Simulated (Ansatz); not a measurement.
# Cl₃H₂O₂Ta: one molecule under many settings

How do the results and run time of Cl₃H₂O₂Ta respond when the settings are drawn wide?

Computed with Ansatz 0.2.0, Gaussian basis. Level: the settings change from run to run.

### 1 The relaxed structure

The structure was relaxed beforehand with PBE0-D4 in a triple-zeta def2 set. Ta takes a core potential in def2 sets; no spin-orbit term is included.

SMILES `[OH][Ta]([OH])([Cl])([Cl])[Cl]`, 8 atoms, charge 0, spin multiplicity 1.

Atoms are counted from 1 here; the program's logs count them from 0.

Bond lengths: O1–Ta2 1.876 Å, O1–H7 0.962 Å, Ta2–O3 1.889 Å, Ta2–Cl4 2.294 Å, Ta2–Cl5 2.333 Å, Ta2–Cl6 2.329 Å, O3–H8 0.956 Å. Angles: Ta2–O1–H7 122.5°, O1–Ta2–O3 91.3°, O1–Ta2–Cl4 115.0°, O1–Ta2–Cl5 90.7°, O1–Ta2–Cl6 122.0°, O3–Ta2–Cl4 92.6°, O3–Ta2–Cl5 173.3°, O3–Ta2–Cl6 86.1°, Cl4–Ta2–Cl5 92.3°, Cl4–Ta2–Cl6 123.0°, Cl5–Ta2–Cl6 87.4°, Ta2–O3–H8 143.2°.

### 2 r2SCAN50/def2-TZVP

This run has charge +1, multiplicity 2, a point charge of 0.50 e beside it.

Contents of in.yaml:

```yaml
crystal:
  periodic: [false, false, false]
  atoms:
    - {symbol: O, position_ang: [1.665854, -0.165689, -0.482790]}
    - {symbol: Ta, position_ang: [-0.166311, 0.206757, -0.334175]}
    - {symbol: O, position_ang: [-0.319889, -0.932045, 1.164562]}
    - {symbol: Cl, position_ang: [-1.531806, -1.119098, -1.614518]}
    - {symbol: Cl, position_ang: [-0.004934, 1.820541, -2.011690]}
    - {symbol: Cl, position_ang: [-0.974324, 1.887315, 1.060517]}
    - {symbol: H, position_ang: [2.124155, -0.755568, 0.122741]}
    - {symbol: H, position_ang: [-0.700545, -0.999313, 2.039452]}
basis:
  gaussian: {orbitals: def2-TZVP, point_charges: [{charge: 0.50, position_ang: [4.852, -0.505, 0.265]}]}
total_charge: 1
magnetization: {spin_polarized: true, initial_magnetization: 1}
hamiltonian: {xc: {name: r2SCAN50}}
```

Started as:

```sh
ansatz run in.yaml --threads 4 --pin off --events-out ev --progress --plain --max-ram 11315MiB
```

Log:

```text
Functional definition: r2SCAN50
  name "r2SCAN50"
  cite "Bursch, Neugebauer, Ehlert & Grimme, J. Chem. Phys. 156, 134105 (2022) doi:10.1063/5.0086040"
  cite "Furness, Kaplan, Ning, Perdew & Sun, J. Phys. Chem. Lett. 11, 8208 (2020) doi:10.1021/acs.jpclett.0c02405"
  cite "Furness, Kaplan, Ning, Perdew & Sun, J. Phys. Chem. Lett. 11, 9248 (2020) doi:10.1021/acs.jpclett.0c03077"
  parent r2scan
  parameter a = 0.5
  parameter k0 = 0.174
  parameter k1 = 0.065
  parameter a1 = 4.9479
  exchange = (1 - a)*r2scan_x(k0 = k0, k1 = k1, a1 = a1) + a*exact_x
  correlation = r2scan_c
1769 factors; their error is unknown
mean field evaluation 1: about -43224.0504 eV, gradient 6.1e1 eV
mean field evaluation 2: about -43153.1204 eV, gradient 1.5e2 eV
mean field evaluation 4: about -43236.1760 eV, gradient 8.1e0 eV
mean field evaluation 8: about -43236.4836 eV, gradient 3.3e-1 eV
mean field evaluation 16: about -43236.7455 eV, gradient 5.5e-2 eV
mean field evaluation 32: about -43236.7468 eV, gradient 1.1e-5 eV
mean field -43236.74682691 eV, -1588.9211389694 hartree, gradient 1.1e-5 eV, S^2 0.781099; 6 other end points of the search recorded, 0 dependent functions left out
reference -43236.74683450 eV, -1588.9211392483 hartree; 41, 40 occupied and 184, 185 virtual orbitals, 1769 factors
Total energy: -43236.74683450 eV, -1588.9211392483 hartree
```

Wall time 48 s (4 threads of Arm Neoverse V2, shared host); peak memory 1.7 GiB.

⟨S²⟩ 0.781.

### 3 B2GP-PLYP/def2-TZVPD

Set apart from the defaults: high accuracy, the search for lower states set to off.

in.yaml: that of step 2 with these lines changed.

```diff
@@ -12,5 +12,5 @@
 basis:
-  gaussian: {orbitals: def2-TZVP, point_charges: [{charge: 0.50, position_ang: [4.852, -0.505, 0.265]}]}
-total_charge: 1
-magnetization: {spin_polarized: true, initial_magnetization: 1}
-hamiltonian: {xc: {name: r2SCAN50}}
+  gaussian: {orbitals: def2-TZVPD}
+hamiltonian: {xc: {name: B2GP-PLYP}}
+accuracy: high
+scf: {lower_state_search: off}
```

Same command.

Log, cut to the lines that bear on the results:

```text
Functional definition: B2GP-PLYP
  name "B2GP-PLYP"
  cite "Karton, Tarnopolsky, Lamère, Schatz & Martin, J. Phys. Chem. A 112, 12868 (2008) doi:10.1021/jp801805p"
  cite "Becke, Phys. Rev. A 38, 3098 (1988) doi:10.1103/PhysRevA.38.3098"
  cite "Lee, Yang & Parr, Phys. Rev. B 37, 785 (1988) doi:10.1103/PhysRevB.37.785"
[...]
4483 factors; integrals over basis functions are off by at most 7.3e-7 eV
[...]
mean field -43219.79527942 eV, -1588.2981810893 hartree, gradient 6.5e-8 eV, S^2 0.000000; 0 other end points of the search recorded, 0 dependent functions left out
17 core orbitals not correlated: weight in the atoms' cores, before any rotation towards them, 1.000 or more for the frozen orbitals, at most 0.000 for the correlated occupied ones
reference -43219.79530212 eV, -1588.2981819235 hartree; 24, 24 occupied and 238, 238 virtual orbitals, 4483 factors
second order -44.64445470 eV of doubles, -0.00000000 eV of singles
Total energy: -43235.86730581 eV, -1588.8888171652 hartree
Checks for a lower state left out: stability, starts, cluster_reference, orbital_swaps, neighbouring_geometries, increment
```

Wall time 22 s (4 threads of Arm Neoverse V2, shared host); peak memory 2.2 GiB.

### 4 wB97/def2-SVPD

Set apart from the defaults: unrestricted orbitals, a grid of angular degree 11.

in.yaml: that of step 3 with these lines changed.

```diff
@@ -12,5 +12,5 @@
 basis:
-  gaussian: {orbitals: def2-TZVPD}
-hamiltonian: {xc: {name: B2GP-PLYP}}
-accuracy: high
-scf: {lower_state_search: off}
+  gaussian: {orbitals: def2-SVPD, final_grid: {core_spheres: 5, valence_spheres: 4, degree: 11}}
+magnetization: {spin_polarized: true, initial_magnetization: 0}
+hamiltonian: {xc: {name: wB97}}
+output: {forces: true}
```

Launched as before.

Log, cut to the lines that bear on the results:

```text
Functional definition: wB97
  name "wB97"
  cite "Chai & Head-Gordon, J. Chem. Phys. 128, 084106 (2008) doi:10.1063/1.2834918"
  cite "Becke, J. Chem. Phys. 107, 8554 (1997) doi:10.1063/1.475007"
[...]
  # The coefficients of nought are those of the uniform gas.
[...]
      + integral(e_c_pw_opposite_spin*poly(b97_u_opposite, 1, cos1, cos2, cos3, cos4))
1642 factors; their error is unknown
660 factors; integrals over basis functions are off by at most 4.1e-5 eV
[...]
mean field -43239.35262925 eV, -1589.0169004391 hartree, gradient 5.2e-5 eV, S^2 0.000000; 0 other end points of the search recorded, 0 dependent functions left out
[...]
reference -43239.35261865 eV, -1589.0169000497 hartree; 41, 41 occupied and 137, 137 virtual orbitals, 1642 factors
Total energy: -43239.35261865 eV, -1589.0169000497 hartree
Atom 0 at     1.665854    -0.165689    -0.482790 Å, force     0.201476    -0.051621    -0.100378 eV/Å
Atom 1 at    -0.166311     0.206757    -0.334175 Å, force    -0.054684    -0.005861    -0.119373 eV/Å
Atom 2 at    -0.319889    -0.932045     1.164562 Å, force    -0.013045    -0.053597     0.216784 eV/Å
Atom 3 at    -1.531806    -1.119098    -1.614518 Å, force    -0.132149    -0.184478    -0.172080 eV/Å
Atom 4 at    -0.004934     1.820541    -2.011690 Å, force     0.003241     0.301487    -0.232999 eV/Å
Atom 5 at    -0.974324     1.887315     1.060517 Å, force    -0.099382     0.201663     0.163948 eV/Å
Atom 6 at     2.124155    -0.755568     0.122741 Å, force     0.133566    -0.102807     0.080281 eV/Å
Atom 7 at    -0.700545    -0.999313     2.039452 Å, force    -0.039022    -0.104787     0.163818 eV/Å
Dipole moment:     0.248070    -0.568714     0.651632 e Å
```

It took 4.1 s on 4 threads of Arm Neoverse V2, shared host; peak memory 0.55 GiB.

Largest force 0.381 eV/Å, dipole 4.32 D, ⟨S²⟩ 0.000.

### 5 wB97X-V/def2-TZVPD

Set apart from the defaults: coordinates scaled by 1.25, relativity set to scalar.

Contents of in.yaml:

```yaml
crystal:
  periodic: [false, false, false]
  atoms:
    - {symbol: O, position_ang: [2.082317, -0.207112, -0.603488]}
    - {symbol: Ta, position_ang: [-0.207889, 0.258446, -0.417718]}
    - {symbol: O, position_ang: [-0.399861, -1.165057, 1.455703]}
    - {symbol: Cl, position_ang: [-1.914758, -1.398872, -2.018148]}
    - {symbol: Cl, position_ang: [-0.006168, 2.275676, -2.514612]}
    - {symbol: Cl, position_ang: [-1.217905, 2.359144, 1.325646]}
    - {symbol: H, position_ang: [2.655194, -0.944460, 0.153426]}
    - {symbol: H, position_ang: [-0.875682, -1.249141, 2.549315]}
basis:
  gaussian: {orbitals: def2-TZVPD}
hamiltonian: {xc: {name: wB97X-V}, pseudopotentials: {relativity: scalar}}
output: {forces: true}
```

The command is unchanged.

Log, cut to the lines that bear on the results:

```text
Functional definition: wB97X-V
  name "wB97X-V"
  cite "Mardirossian & Head-Gordon, Phys. Chem. Chem. Phys. 16, 9904 (2014) doi:10.1039/C3CP54374A"
  cite "Becke, J. Chem. Phys. 107, 8554 (1997) doi:10.1063/1.475007"
  cite "Vydrov & Van Voorhis, J. Chem. Phys. 133, 244103 (2010) doi:10.1063/1.3521275"
[...]
      + integral(e_c_pw_opposite_spin*poly(b97_u_opposite, cos0, cos1)) + vv10(b, c)
1736 factors; their error is unknown
422 factors; integrals over basis functions are off by at most 4.0e-5 eV
[...]
mean field -43343.48686434 eV, -1592.8437629940 hartree, gradient 7.5e-5 eV, S^2 0.000000; 0 other end points of the search recorded, 0 dependent functions left out
[...]
reference -43343.48685934 eV, -1592.8437628101 hartree; 41, 41 occupied and 238, 238 virtual orbitals, 1736 factors
Total energy: -43343.48685934 eV, -1592.8437628101 hartree
Relativity: scalar
Atom 0 at     2.082317    -0.207112    -0.603488 Å, force    -2.725933    -2.009772     3.507247 eV/Å
Atom 1 at    -0.207889     0.258446    -0.417718 Å, force     1.811852    -1.771356     1.937563 eV/Å
Atom 2 at    -0.399861    -1.165057     1.455703 Å, force    -1.482573     2.511543     0.488946 eV/Å
Atom 3 at    -1.914758    -1.398872    -2.018148 Å, force     2.509751     2.453589     2.327059 eV/Å
Atom 4 at    -0.006168     2.275676    -2.514612 Å, force    -0.311724    -2.809544     2.964755 eV/Å
Atom 5 at    -1.217905     2.359144     1.325646 Å, force     1.371082    -2.817109    -2.402948 eV/Å
Atom 6 at     2.655194    -0.944460     0.153426 Å, force    -3.275923     3.455809    -3.329771 eV/Å
Atom 7 at    -0.875682    -1.249141     2.549315 Å, force     2.103469     0.986839    -5.492852 eV/Å
Dipole moment:     0.330220    -0.657523     0.744691 e Å
```

Wall time 17 s (4 threads of Arm Neoverse V2, shared host); peak memory 1.4 GiB.

Largest force 5.964 eV/Å, dipole 5.03 D.

### 6 PBEsol/ANO-RCC-VTZP

This run has D3(BJ) dispersion.

Contents of in.yaml:

```yaml
crystal:
  periodic: [false, false, false]
  atoms:
    - {symbol: O, position_ang: [1.665854, -0.165689, -0.482790]}
    - {symbol: Ta, position_ang: [-0.166311, 0.206757, -0.334175]}
    - {symbol: O, position_ang: [-0.319889, -0.932045, 1.164562]}
    - {symbol: Cl, position_ang: [-1.531806, -1.119098, -1.614518]}
    - {symbol: Cl, position_ang: [-0.004934, 1.820541, -2.011690]}
    - {symbol: Cl, position_ang: [-0.974324, 1.887315, 1.060517]}
    - {symbol: H, position_ang: [2.124155, -0.755568, 0.122741]}
    - {symbol: H, position_ang: [-0.700545, -0.999313, 2.039452]}
basis:
  gaussian: {orbitals: ANO-RCC-VTZP}
hamiltonian: {xc: {name: PBEsol}, dispersion: d3bj}
output: {forces: true}
```

Launched as before.

Log, cut to the lines that bear on the results:

```text
Functional definition: PBEsol
  name "PBEsol"
  cite "Perdew et al., Phys. Rev. Lett. 100, 136406 (2008) doi:10.1103/PhysRevLett.100.136406"
  cite "Perdew, Burke & Ernzerhof, Phys. Rev. Lett. 77, 3865 (1996) doi:10.1103/PhysRevLett.77.3865"
  parent pbesol
[...]
2491 factors; their error is unknown
[...]
mean field -466289.77672251 eV, -17135.8332319899 hartree, gradient 1.5e-5 eV, S^2 0.000000; 0 other end points of the search recorded, 0 dependent functions left out
[...]
reference -466289.77680332 eV, -17135.8332349593 hartree; 71, 71 occupied and 223, 223 virtual orbitals, 2491 factors
Total energy: -466289.91149350 eV, -17135.8381847321 hartree
Relativity: scalar
Atom 0 at     1.665854    -0.165689    -0.482790 Å, force    -0.420916     0.389365    -0.364438 eV/Å
Atom 1 at    -0.166311     0.206757    -0.334175 Å, force    -0.101721     0.036386    -0.042120 eV/Å
Atom 2 at    -0.319889    -0.932045     1.164562 Å, force     0.247112     0.104408    -0.655389 eV/Å
Atom 3 at    -1.531806    -1.119098    -1.614518 Å, force     0.179637     0.169488     0.157683 eV/Å
Atom 4 at    -0.004934     1.820541    -2.011690 Å, force    -0.016176    -0.162167     0.183652 eV/Å
Atom 5 at    -0.974324     1.887315     1.060517 Å, force     0.098922    -0.189441    -0.164699 eV/Å
Atom 6 at     2.124155    -0.755568     0.122741 Å, force     0.249848    -0.338575     0.358603 eV/Å
Atom 7 at    -0.700545    -0.999313     2.039452 Å, force    -0.236705    -0.009463     0.526709 eV/Å
Dipole moment:     0.218120    -0.514167     0.595146 e Å
```

Wall time 14 s (4 threads of Arm Neoverse V2, shared host); peak memory 1.1 GiB.

Largest force 0.708 eV/Å, dipole 3.92 D.

### 7 revPBE0/x2c-TZVPPall

in.yaml: that of step 6 with these lines changed.

```diff
@@ -12,4 +12,4 @@
 basis:
-  gaussian: {orbitals: ANO-RCC-VTZP}
-hamiltonian: {xc: {name: PBEsol}, dispersion: d3bj}
+  gaussian: {orbitals: x2c-TZVPPall}
+hamiltonian: {xc: {name: revPBE0}}
 output: {forces: true}
```

Same command.

Log, cut to the lines that bear on the results:

```text
Functional definition: revPBE0
  name "revPBE0"
  cite "Zhang & Yang, Phys. Rev. Lett. 80, 890 (1998) doi:10.1103/PhysRevLett.80.890"
  cite "Adamo & Barone, J. Chem. Phys. 110, 6158 (1999) doi:10.1063/1.478522"
  cite "Perdew, Burke & Ernzerhof, Phys. Rev. Lett. 77, 3865 (1996) doi:10.1103/PhysRevLett.77.3865"
[...]
2298 factors; their error is unknown
[...]
mean field -466511.78680887 eV, -17143.9919521796 hartree, gradient 4.1e-5 eV, S^2 0.000000; 0 other end points of the search recorded, 0 dependent functions left out
[...]
reference -466511.78686818 eV, -17143.9919543594 hartree; 71, 71 occupied and 242, 242 virtual orbitals, 2298 factors
Total energy: -466511.78686818 eV, -17143.9919543594 hartree
Relativity: scalar
Atom 0 at     1.665854    -0.165689    -0.482790 Å, force    -0.060471    -0.022870     0.050732 eV/Å
Atom 1 at    -0.166311     0.206757    -0.334175 Å, force     0.080114    -0.121915     0.156378 eV/Å
Atom 2 at    -0.319889    -0.932045     1.164562 Å, force    -0.002415    -0.000998    -0.021836 eV/Å
Atom 3 at    -1.531806    -1.119098    -1.614518 Å, force     0.017896     0.013684     0.009450 eV/Å
Atom 4 at    -0.004934     1.820541    -2.011690 Å, force     0.001791     0.017047    -0.020994 eV/Å
Atom 5 at    -0.974324     1.887315     1.060517 Å, force     0.008692     0.000145    -0.015976 eV/Å
Atom 6 at     2.124155    -0.755568     0.122741 Å, force    -0.068037     0.062538    -0.057872 eV/Å
Atom 7 at    -0.700545    -0.999313     2.039452 Å, force     0.022430     0.052369    -0.099882 eV/Å
Dipole moment:     0.213012    -0.521430     0.608418 e Å
```

It took 16 s on 4 threads of Arm Neoverse V2, shared host; peak memory 1.9 GiB.

Largest force 0.214 eV/Å, dipole 3.98 D.

### 8 SPW92/def2-mTZVP

Set apart from the defaults: atoms shaken by 0.03 Å, finite nuclei, a point charge of -1.00 e beside it.

Contents of in.yaml:

```yaml
crystal:
  periodic: [false, false, false]
  atoms:
    - {symbol: O, position_ang: [1.677569, -0.158810, -0.487331]}
    - {symbol: Ta, position_ang: [-0.179687, 0.244406, -0.320072]}
    - {symbol: O, position_ang: [-0.326757, -0.940454, 1.142234]}
    - {symbol: Cl, position_ang: [-1.592627, -1.175750, -1.668172]}
    - {symbol: Cl, position_ang: [-0.080243, 1.822719, -2.034705]}
    - {symbol: Cl, position_ang: [-1.010645, 1.860687, 1.121001]}
    - {symbol: H, position_ang: [2.056774, -0.760499, 0.107694]}
    - {symbol: H, position_ang: [-0.691978, -1.012506, 2.039698]}
basis:
  gaussian: {orbitals: def2-mTZVP, nuclear_model: gaussian, point_charges: [{charge: -1.00, position_ang: [6.875, -0.509, -0.372]}]}
hamiltonian: {xc: {name: SPW92}}
output: {forces: true}
```

Same command.

Log, cut to the lines that bear on the results:

```text
Functional definition: SPW92
  name "SPW92"
  cite "Dirac, Proc. Camb. Phil. Soc. 26, 376 (1930) doi:10.1017/S0305004100016108"
  cite "Slater, Phys. Rev. 81, 385 (1951) doi:10.1103/PhysRev.81.385"
  cite "Perdew & Wang, Phys. Rev. B 45, 13244 (1992) doi:10.1103/PhysRevB.45.13244"
[...]
1416 factors; their error is unknown
[...]
mean field -43103.10906566 eV, -1584.0100418262 hartree, gradient 3.8e-5 eV, S^2 0.000000; 0 other end points of the search recorded, 0 dependent functions left out
[...]
reference -43103.10910776 eV, -1584.0100433734 hartree; 41, 41 occupied and 115, 115 virtual orbitals, 1416 factors
Total energy: -43103.10910776 eV, -1584.0100433734 hartree
Atom 0 at     1.677569    -0.158810    -0.487331 Å, force    -2.651585     2.346443    -1.819721 eV/Å
Atom 1 at    -0.179687     0.244406    -0.320072 Å, force     0.526884    -1.391088    -1.130492 eV/Å
Atom 2 at    -0.326757    -0.940454     1.142234 Å, force     0.006942    -0.116006    -0.052080 eV/Å
Atom 3 at    -1.592627    -1.175750    -1.668172 Å, force     0.729869     0.782241     0.766321 eV/Å
Atom 4 at    -0.080243     1.822719    -2.034705 Å, force    -0.022231     0.077029     0.073607 eV/Å
Atom 5 at    -1.010645     1.860687     1.121001 Å, force    -0.015299     0.219045     0.086229 eV/Å
Atom 6 at     2.056774    -0.760499     0.107694 Å, force     1.553138    -1.939980     1.921930 eV/Å
Atom 7 at    -0.691978    -1.012506     2.039698 Å, force    -0.060236     0.050713     0.113062 eV/Å
Dipole moment:     0.510599    -0.442094     0.725577 e Å
```

It took 1.4 s on 4 threads of Arm Neoverse V2, shared host.

Largest force 3.981 eV/Å, dipole 4.76 D.

### 9 The runs in one table

```csv
level,charge,multiplicity,geometry,functions,energy (eV),time
r2SCAN50/def2-TZVP,1,2,"relaxed, point charge",225,-43236.747,48 s
B2GP-PLYP/def2-TZVPD,0,1,relaxed,279,-43235.867,22 s
wB97/def2-SVPD,0,1,relaxed,178,-43239.353,4.1 s
wB97X-V/def2-TZVPD,0,1,scaled,279,-43343.487,17 s
PBEsol/ANO-RCC-VTZP,0,1,relaxed,294,-466289.911,14 s
revPBE0/x2c-TZVPPall,0,1,relaxed,313,-466511.787,16 s
SPW92/def2-mTZVP,0,1,"shaken, point charge",156,-43103.109,1.4 s
```

### 10 Outcome

| quantity | value |
| --- | --- |
| runs | 7 |
| quickest | SPW92/def2-mTZVP, 1.4 s |
| slowest | r2SCAN50/def2-TZVP, 48 s |
| spread of total energies, same state and geometry | 423275.9 eV |
| dipole, same state and geometry | 3.92 to 4.32 D |

What this shows: r2SCAN50/def2-TZVP took 35 times as long as SPW92/def2-mTZVP. The jobs differ in tasks and options as well as level. Total energies at one charge and spin differ by 423276 eV between levels, so only differences within one level mean anything. Some of these runs are scalar-relativistic and others not, which shifts the totals of all-electron atoms past neon by several eV an atom and more; core potentials, where a basis has them, take the core out of the total altogether. At the PBE0-D4/def2-TZVP geometry and in the same state, the sound runs without point charges leave forces up to 0.71 eV/Å (PBEsol/ANO-RCC-VTZP), against 6.0 eV/Å where the atoms were moved. At that geometry and state the dipole changes by 10 % between the lowest and highest value.
